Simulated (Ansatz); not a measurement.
# Li2Si4P: the cost of one run

Program: Ansatz 0.2.0. Level of theory: DFT PBE, scalar-relativistic, plane waves, PAW. These are calculated values, not measurements.

## (1) The system as given

The structure is hexagonal, space group P6/mmm (No. 191). The conventional cell has a = 5.526 Å, b = 5.526 Å, c = 4.406 Å, α = 90.00°, β = 90.00°, γ = 120.00°. Around Li (site symmetry -6m2) lie 3 Si at 1.60 Å. Around Si (site symmetry mmm) lie 2 Li at 1.60 Å. Around Si (site symmetry 6/mmm) lie 2 P at 2.20 Å. Around P (site symmetry 6/mmm) lie 2 Si at 2.20 Å.

Structure file:

```cif
data_structure
_symmetry_space_group_name_H-M 'P 1'
_symmetry_Int_Tables_number 1
_cell_length_a 5.5264
_cell_length_b 5.5264
_cell_length_c 4.4057
_cell_angle_alpha 90.000
_cell_angle_beta 90.000
_cell_angle_gamma 120.000
_cell_volume 116.53
loop_
_atom_site_label
_atom_site_type_symbol
_atom_site_fract_x
_atom_site_fract_y
_atom_site_fract_z
_atom_site_occupancy
Li1 Li 0.33333 0.66667 0.50000 1
Li2 Li 0.66667 0.33333 0.50000 1
Si1 Si 0.50000 0.00000 0.50000 1
Si2 Si 0.00000 0.50000 0.50000 1
Si3 Si 0.50000 0.50000 0.50000 1
Si4 Si 0.00000 0.00000 0.50000 1
P1 P 0.00000 0.00000 0.00000 1
```

A structure generator made this guess: random cell by space group and Wyckoff sites (P6/mmm, No. 191). Lengths come from tabulated atomic sizes and are only a guess.

## (2) A first look at the guess

Input file input.yaml:

```yaml
crystal:
  lattice:
    - [5.52636539, 0.0, 0.0]
    - [-2.76318269, 4.78597281, 0.0]
    - [0.0, 0.0, 4.40574764]
  atoms:
    - { symbol: Li, position: [0.33333333, 0.66666667, 0.5] }
    - { symbol: Li, position: [0.66666667, 0.33333333, 0.5] }
    - { symbol: Si, position: [0.5, 0.0, 0.5] }
    - { symbol: Si, position: [0.0, 0.5, 0.5] }
    - { symbol: Si, position: [0.5, 0.5, 0.5] }
    - { symbol: Si, position: [0.0, 0.0, 0.5] }
    - { symbol: P, position: [0.0, 0.0, 0.0] }
basis:
  ecutwfc: 420
kpoints:
  mp_grid: { grid: [6, 6, 4] }
hamiltonian:
  xc: pbe
scf:
  occupations: { method: gaussian, width: 0.1 }
  lower_state_search: "off"
output:
  forces: true
  stress: true
  eigenvalues: true
```

The run is started by

```console
$ ansatz run input.yaml --threads 1 --pin off --max-ram 2048MiB --backend cpu --events-out ev --progress --plain --runs-dir out
```

**Question.** How long does this run take on 1 thread of Arm Neoverse V1, shared host, and how much memory does it need?

About 4.4 s, with a peak of 0.35 GiB.
